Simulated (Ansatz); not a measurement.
Predict the output of the script below (Ansatz 0.2.0, Python API).

`mg3sc_paw_lapw.py`:
```python
"""PAW against all-electron LAPW for Mg3Sc."""

import ansatz as az
import numpy as np


def count_gap(report):
    # lowest empty less highest filled band, counting bands; zero where they overlap
    return max(report.get("gap_by_band_count_ev") or 0.0, 0.0)

system = (
    az.Lattice.of((4.513144, 0.0, 0.0), (0.0, 4.513144, 0.0), (0.0, 0.0, 4.513144))
    .atom("Mg", (0.5, 0.5, 0.0))
    .atom("Mg", (0.5, 0.0, 0.5))
    .atom("Mg", (0.0, 0.5, 0.5))
    .atom("Sc", (0.0, 0.0, 0.0))
)

model = (
    system.calculation()
    .functional("pbesol")
    .kpoints(5, 5, 5)
    .occupations("fermi_dirac")
    .stress()
    .forces()
    .band_table()
)
variants = {
    "PAW": model.pseudopotentials("paw", azcp={"folder": "soft_1"}),
    "LAPW": model.pseudopotentials("all_electron", lapw=True),
}
# totals differ by the cores that each treatment holds, so compare what does not depend on them
rows = []
for label, variant in variants.items():
    r = variant.run(threads=1, backend="cpu").report
    levels = np.array(r["eigenvalues_ev"][0]) - r["fermi_energy_ev"]
    print(label, "levels at the first k-point near E_F:", np.round(levels[np.abs(levels) < 5], 3))
    rows.append((label, r["n_electrons"], np.trace(r["stress_gpa"]) / 3, count_gap(r)))
lines = [",".join(["treatment", "electrons in bands", "P GPa", "gap by band count eV"])] + [",".join(f"{v:.4f}" if isinstance(v, float) else str(v) for v in row) for row in rows]
print("\n".join(lines))
with open("paw_lapw.csv", "w") as handle:
    handle.write("\n".join(lines) + "\n")
```

```console
$ python mg3sc_paw_lapw.py
DeckWarning: basis.ecutwfc = 420 eV, auto-derived from the records' recommended cutoffs: set by Mg (normal level)
DeckWarning: soft_1/Mg.paw.azcp: the record states the generating functional pbe (its physics header spells it `PBE`), which answers neither for hamiltonian.xc's functional nor for the pbesol family's — results may be inconsistent (PPs are generated against a specific XC)
DeckWarning: soft_1/Sc.paw.azcp: the record states the generating functional pbe (its physics header spells it `PBE`), which answers neither for hamiltonian.xc's functional nor for the pbesol family's — results may be inconsistent (PPs are generated against a specific XC)
PAW levels at the first k-point near E_F: [-0.707 -0.707  0.402  0.402  0.402  1.303  1.303  1.303]
LAPW levels at the first k-point near E_F: [-0.708 -0.708  0.403  0.403  0.403  1.302  1.302  1.302]
treatment,electrons in bands,P GPa,gap by band count eV
PAW,41.0000,-1.0166,0.0000
LAPW,41.0000,-1.0187,0.0000
```
(Warnings from the package without file and line.)

PAW gives -1.017 GPa and LAPW -1.019 GPa, 0.002 GPa apart. They took 1.1 and 3.8 s of processor time.

Notes:
- The computed bands are complete only to about 1.3 eV above the Fermi level.
- The mesh is modest for a metal, so energies can be off by several to tens of meV an atom and pressures by half a GPa or more; differences at equal mesh fare better.
- A gap by band count of zero or less means overlapping bands, a metal, and at an odd count of electrons it is no gap at all.
- The PAW files read here were made with PBE, not with each functional that runs on them.
- This cell is a computed structure, which may not be the phase found in nature.
- Levels are Kohn-Sham eigenvalues on this mesh.
- Pressure is positive in compression; the treatments may keep other shells as core, so totals and counts of electrons can differ.
- Timing: 5.7 s on 1 thread of Intel(R) Xeon(R) Processor @ 2.30GHz, with other jobs on the host, peak memory 0.54 GiB.
